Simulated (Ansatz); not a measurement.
Crystal: WAu.

```
W Au
1.0
     0.00000    2.74798    2.74798
     2.74798    0.00000    2.74798
     2.74798    2.74798    0.00000
W Au
1 1
Direct
  0.00000 0.00000 0.00000
  0.75000 0.75000 0.75000
```

The cell was built by a generator and needn't be a form met in nature.

Program: Ansatz 0.2.0. Alike in all runs: task band structure; potentials or basis Ansatz PAW; cell as given; smearing fermi-dirac 0.05 eV. Hardware: 2 threads of Arm Neoverse V2, on a shared host.

Q: Order these runs on this cell by their wall time, lowest first.
A. level PBEsol; spin SOC, no magnetisation; k mesh 6 × 6 × 6; cutoff (eV) 420
B. level r2SCAN; spin off; k mesh 8 × 8 × 8; cutoff (eV) 500
C. level RPBE; spin off; k mesh 8 × 8 × 8; cutoff (eV) 420

A: C (4.1 s), B (9.6 s), A (24 s).

Runs at the PBE level aren't shown here.
